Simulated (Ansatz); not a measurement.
Set up this calculation in Ansatz 0.2.0, as the native input.

- Task: single point
- Functional: LDA
- Potentials or basis: Ansatz PAW
- Cutoff: 420 eV (not typed: the program's choice for these potentials)
- k mesh: 6 × 6 × 5
- Occupations: gaussian, width 0.05 eV
- Spin: no spin polarisation
- Hubbard terms: Ru d U = 2 eV
- Hubbard projectors: ortho-atomic (the default)
- Double counting: fll (the default)

TeRu:

```
Ru Te
1.0
     3.79508    0.00000    0.00000
    -1.89754    3.28664    0.00000
     0.00000    0.00000    3.70381
Ru Te
1 1
Direct
  0.00000 0.00000 0.00000
  0.66667 0.33333 0.50000
```

The cell comes from a database or a generator and needn't be the stable form of this composition.

One way to write it, as run:

input.yaml

```yaml
crystal:
  lattice:
    - [3.79508289, 0.0, 0.0]
    - [-1.89754145, 3.28663819, 0.0]
    - [0.0, 0.0, 3.70381288]
  atoms:
    - { symbol: Ru, position: [0.0, 0.0, 0.0] }
    - { symbol: Te, position: [0.6666666667, 0.3333333333, 0.5] }
hamiltonian:
  xc: lda
  pseudopotentials: { kind: paw }
  hubbard: { sites: [{ species: Ru, l: d, u_eff: 2.0 }] }
kpoints:
  mp_grid: { grid: [6, 6, 5] }
scf:
  occupations: { method: gaussian, width: 0.05 }
output:
  forces: true
  stress: true
  eigenvalues: true
```

Potentials or basis: Ansatz PAW.

Run with:

```console
$ ansatz run input.yaml --threads 2 --pin off --max-ram 5632MiB --backend cpu --events-out ev --progress --plain --runs-dir out
```

It gave:

| Quantity | Value |
| --- | --- |
| Pressure | -20.7 GPa |
| Band gap on the k mesh | none (metal or under the smearing width) |

Caveat: U without spin polarisation on a metal has little footing; the PAW data sets come from PBE, with cores solved anew for the run's functional, which leaves a small shift of forces and pressure; the U is typed as a test and isn't derived for this compound.

Run time: 2 s on 2 threads of Intel(R) Xeon(R) Platinum 8259CL CPU @ 2.50GHz (Skylake/Cascade Lake), with other jobs on the host, peak memory 0.39 GiB.
